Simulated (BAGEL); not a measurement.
**C4F6 (SMILES FC1=C(F)C(F)(F)C1(F)F), step by step**

We compute a single-point energy (HF/cc-pVDZ), then a single-point energy (NEVPT2(2,2)/cc-pVDZ) of C4F6. 

Program for the calculation: BAGEL 1.2.2.

## (1) Starting point

The species is C4F6 (10 atoms), meant as a singlet with charge 0. As SMILES, `FC1=C(F)C(F)(F)C1(F)F`. The F1–C2 distance was set to 2.992 Å, away from the relaxed value. At this shape a bond of the SMILES string is far longer than usual.

Bond lengths: C2–C3 1.334 Å, C3–F4 1.301 Å, C3–C5 1.496 Å, C5–F6 1.340 Å, C5–F7 1.340 Å, C2–C8 1.496 Å, C5–C8 1.568 Å, C8–F9 1.340 Å, C8–F10 1.340 Å. Some angles: C2–C3–F4 135.0°, C2–C3–C5 94.5°, F4–C3–C5 130.6°, C3–C2–C8 94.5°, C3–C5–F6 116.5°, C3–C5–F7 116.5°, C3–C5–C8 85.5°, F6–C5–F7 107.6°, F6–C5–C8 114.9°, F7–C5–C8 114.9°.

## (2) The energy at HF/cc-pVDZ (density fitting with svp-jkfit) (run 1)

File calc.json:

```json
{ "bagel" : [

{
  "title" : "molecule",
  "basis" : "cc-pvdz.json",
  "df_basis" : "svp-jkfit",
  "angstrom" : "true",
  "geometry" : [
    { "atom" : "F", "xyz" : [      -0.052074,      -3.884587,       1.396209 ] },
    { "atom" : "C", "xyz" : [      -0.087540,      -1.109800,       0.277030 ] },
    { "atom" : "C", "xyz" : [      -0.606330,      -0.538520,      -0.811440 ] },
    { "atom" : "F", "xyz" : [      -1.305940,      -0.957560,      -1.825060 ] },
    { "atom" : "C", "xyz" : [      -0.097240,       0.828870,      -0.479530 ] },
    { "atom" : "F", "xyz" : [      -1.021680,       1.768480,      -0.236800 ] },
    { "atom" : "F", "xyz" : [       0.801770,       1.353470,      -1.323900 ] },
    { "atom" : "C", "xyz" : [       0.512470,       0.157580,       0.799350 ] },
    { "atom" : "F", "xyz" : [       0.026610,       0.614420,       1.961950 ] },
    { "atom" : "F", "xyz" : [       1.849980,       0.199290,       0.874760 ] }
  ]
},

{
  "title" : "hf"
},

{
  "title" : "print",
  "file" : "orbitals.molden",
  "orbitals" : "true"
}

]}
```

The basis set cc-pVDZ is read from a file made from the Basis Set Exchange's data (not shown).

Run with:

```
$ BAGEL_NUM_THREADS=1 BAGEL calc.json > calc.out
```

Standard output:

```text
* using 1 threads per process

  ===============================================================
  ===============================================================

  *** Geometry ***

  { "atom" : "F", "xyz" : [     -0.098406,     -7.340806,      2.638453 ] },
  { "atom" : "C", "xyz" : [     -0.165427,     -2.097218,      0.523511 ] },
  { "atom" : "C", "xyz" : [     -1.145798,     -1.017655,     -1.533399 ] },
  { "atom" : "F", "xyz" : [     -2.467869,     -1.809526,     -3.448864 ] },
  { "atom" : "C", "xyz" : [     -0.183757,      1.566337,     -0.906180 ] },
  { "atom" : "F", "xyz" : [     -1.930695,      3.341943,     -0.447487 ] },
  { "atom" : "F", "xyz" : [      1.515126,      2.557688,     -2.501808 ] },
  { "atom" : "C", "xyz" : [      0.968428,      0.297783,      1.510553 ] },
  { "atom" : "F", "xyz" : [      0.050286,      1.161086,      3.707548 ] },
  { "atom" : "F", "xyz" : [      3.495956,      0.376604,      1.653057 ] },

  Number of auxiliary basis functions:      762

  Since a DF basis is specified, we compute 2- and 3-index integrals:
    o Being stored without compression. Storage requirement is 0.119 GB

  Number of basis functions:      140
  Number of electrons      :       78

    * METHOD: MOLECULE                             0.82

  *** RHF ***

  === Nuclear Repulsion ===
   555.1511260497

      * DIIS with orbital gradients will be used.

  === RHF iteration (cc-pvdz.json) ===
      0       -746.99796175          0.01690155           0.49
      1       -741.58134715          0.03118173           0.49
      2       -747.39641859          0.00910462           0.49
      3       -747.60113070          0.00503150           0.48
      4       -747.67076403          0.00238486           0.49
      5       -747.69649003          0.00165675           0.49
      6       -747.71734934          0.00108490           0.49
      7       -747.73105358          0.00043101           0.49
      8       -747.73122987          0.00021464           0.49
      9       -747.73141049          0.00012416           0.48
     10       -747.73151080          0.00003245           0.48
     11       -747.73151852          0.00001177           0.49
     12       -747.73151885          0.00000553           0.49
     13       -747.73151898          0.00000266           0.49
     14       -747.73151901          0.00000095           0.49
     15       -747.73151902          0.00000051           0.49
     16       -747.73151902          0.00000029           0.48
     17       -747.73151902          0.00000012           0.49
     18       -747.73151902          0.00000004           0.48
     19       -747.73151902          0.00000002           0.48
     20       -747.73151902          0.00000002           0.49
     21       -747.73151902          0.00000001           0.48
     22       -747.73151902          0.00000001           0.49
    * SCF iteration converged.

    * Permanent dipole moment:
           (    0.271117,    -1.965831,     1.205667) a.u.

    * METHOD: HF                                  11.87

    * METHOD: PRINT                                0.03

  ===============================================================
```

Wall time 13 s (1 thread of Arm Neoverse V2, shared host); peak memory 0.36 GiB.

## (3) A single-point energy at NEVPT2(2,2)/cc-pVDZ (density fitting with svp-jkfit) (run 2)

File input.json:

```json
{ "bagel": [

{
  "title": "molecule",
  "basis": "cc-pvdz.json",
  "df_basis": "svp-jkfit",
  "angstrom": true,
  "geometry": [
    { "atom": "F", "xyz": [      -0.052074,      -3.884587,       1.396209 ] },
    { "atom": "C", "xyz": [      -0.087540,      -1.109800,       0.277030 ] },
    { "atom": "C", "xyz": [      -0.606330,      -0.538520,      -0.811440 ] },
    { "atom": "F", "xyz": [      -1.305940,      -0.957560,      -1.825060 ] },
    { "atom": "C", "xyz": [      -0.097240,       0.828870,      -0.479530 ] },
    { "atom": "F", "xyz": [      -1.021680,       1.768480,      -0.236800 ] },
    { "atom": "F", "xyz": [       0.801770,       1.353470,      -1.323900 ] },
    { "atom": "C", "xyz": [       0.512470,       0.157580,       0.799350 ] },
    { "atom": "F", "xyz": [       0.026610,       0.614420,       1.961950 ] },
    { "atom": "F", "xyz": [       1.849980,       0.199290,       0.874760 ] }
  ]
},

{ "title": "hf" },

{ "title": "nevpt2", "nstate": 1, "nact": 2, "nclosed": 38, "active": [39, 40], "maxiter": 200, "natocc": true, "ncore": 10 },

{ "title": "print", "file": "orbitals.molden", "orbitals": true }

]}
```

The basis set cc-pVDZ is read from a file made from the Basis Set Exchange's data (not shown).

Run with:

```
$ BAGEL_NUM_THREADS=1 BAGEL input.json > input.out
```

Standard output:

```text
* using 1 threads per process

  ===============================================================
  ===============================================================

  *** Geometry ***

  { "atom" : "F", "xyz" : [     -0.098406,     -7.340806,      2.638453 ] },
  { "atom" : "C", "xyz" : [     -0.165427,     -2.097218,      0.523511 ] },
  { "atom" : "C", "xyz" : [     -1.145798,     -1.017655,     -1.533399 ] },
  { "atom" : "F", "xyz" : [     -2.467869,     -1.809526,     -3.448864 ] },
  { "atom" : "C", "xyz" : [     -0.183757,      1.566337,     -0.906180 ] },
  { "atom" : "F", "xyz" : [     -1.930695,      3.341943,     -0.447487 ] },
  { "atom" : "F", "xyz" : [      1.515126,      2.557688,     -2.501808 ] },
  { "atom" : "C", "xyz" : [      0.968428,      0.297783,      1.510553 ] },
  { "atom" : "F", "xyz" : [      0.050286,      1.161086,      3.707548 ] },
  { "atom" : "F", "xyz" : [      3.495956,      0.376604,      1.653057 ] },

  Number of auxiliary basis functions:      762

  Since a DF basis is specified, we compute 2- and 3-index integrals:
    o Being stored without compression. Storage requirement is 0.119 GB

  Number of basis functions:      140
  Number of electrons      :       78

    * METHOD: MOLECULE                             0.82

  *** RHF ***

  === Nuclear Repulsion ===
   555.1511260497

      * DIIS with orbital gradients will be used.

  === RHF iteration (cc-pvdz.json) ===
      0       -746.99796175          0.01690155           0.49
      1       -741.58134715          0.03118173           0.49
      2       -747.39641859          0.00910462           0.48
      3       -747.60113070          0.00503150           0.48
      4       -747.67076403          0.00238486           0.48
      5       -747.69649003          0.00165675           0.48
      6       -747.71734934          0.00108490           0.48
      7       -747.73105358          0.00043101           0.48
      8       -747.73122987          0.00021464           0.48
      9       -747.73141049          0.00012416           0.48
     10       -747.73151080          0.00003245           0.48
     11       -747.73151852          0.00001177           0.48
     12       -747.73151885          0.00000553           0.48
     13       -747.73151898          0.00000266           0.48
     14       -747.73151901          0.00000095           0.48
     15       -747.73151902          0.00000051           0.48
     16       -747.73151902          0.00000029           0.48
     17       -747.73151902          0.00000012           0.48
     18       -747.73151902          0.00000004           0.48
     19       -747.73151902          0.00000002           0.48
     20       -747.73151902          0.00000002           0.48
     21       -747.73151902          0.00000001           0.48
     22       -747.73151902          0.00000001           0.48
    * SCF iteration converged.

    * Permanent dipole moment:
           (    0.271117,    -1.965831,     1.205667) a.u.

    * METHOD: HF                                  11.79

    * freezing 10 orbitals
  ---------------------------
      CASSCF calculation
  ---------------------------

    ==== Active orbitals : =====
         Orbital 39
         Orbital 40
    ============================

    * nstate   :      1
    * nclosed  :     38
    * nact     :      2
    * nvirt    :    100
  === CASSCF iteration (cc-pvdz.json) ===

    * Using the second-order algorithm

      0  0      -747.86800582     1.09e-02      0.09

      1  0      -747.91823886     8.38e-04      2.99

      2  0      -747.91885877     1.62e-04      3.35

      3  0      -747.91887870     3.42e-05      3.40

      4  0      -747.91887956     7.13e-06      3.41

      5  0      -747.91887960     1.48e-06      3.36

      6  0      -747.91887960     3.08e-07      3.23

      7  0      -747.91887960     6.41e-08      2.30

      8  0      -747.91887960     1.33e-08      2.07

      9  0      -747.91887960     2.77e-09      1.81

    * Second-order optimization converged. *

     guess   0:   closed 1.                   open ..

  === FCI iteration ===

      0  0      -747.68587526     1.46e-01      0.00
      1  0      -747.90356900     4.33e-02      0.00
      2  0 *    -747.91887960     4.90e-16      0.00

     * ci vector, state   0, <S^2> = 0.0000
       2.     0.7724666508
       .2    -0.6350553310

  === DF-NEVPT2 calculation ===

    * 3-index integral transformation done
    * assembly done

      NEVPT2 correlation energy:   -1.5443189614      1.30

          (+0)     -1.4376562414
          (+0)'    -0.0147895536
          (+1)     -0.0246457002
          (+1)'    -0.0000000000
          (+2)     -0.0000948325
          (-1)     -0.0670304698
          (-1)'     0.0000000000
          (-2)     -0.0001021638

      NEVPT2 total energy:       -749.4631985608

    * METHOD: NEVPT2                              29.07

    * METHOD: PRINT                                0.03

  ===============================================================
```

It took 42 s on 1 thread of Arm Neoverse V2, shared host; peak memory 0.38 GiB.

## (4) What came out

```
                                quantity          value
         run 1, HF/cc-pVDZ: total energy  -747.73152 Eh
        run 1, HF/cc-pVDZ: dipole moment         5.90 D
          run 1, HF/cc-pVDZ: HOMO energy      -10.96 eV
          run 1, HF/cc-pVDZ: LUMO energy       -4.00 eV
        run 1, HF/cc-pVDZ: HOMO–LUMO gap        6.96 eV
run 2, NEVPT2(2,2)/cc-pVDZ: total energy  -749.46320 Eh
```

In words: One bond (run 1, HF/cc-pVDZ) is far stretched, which a spin-restricted single reference describes badly; a broken-symmetry solution may lie lower.
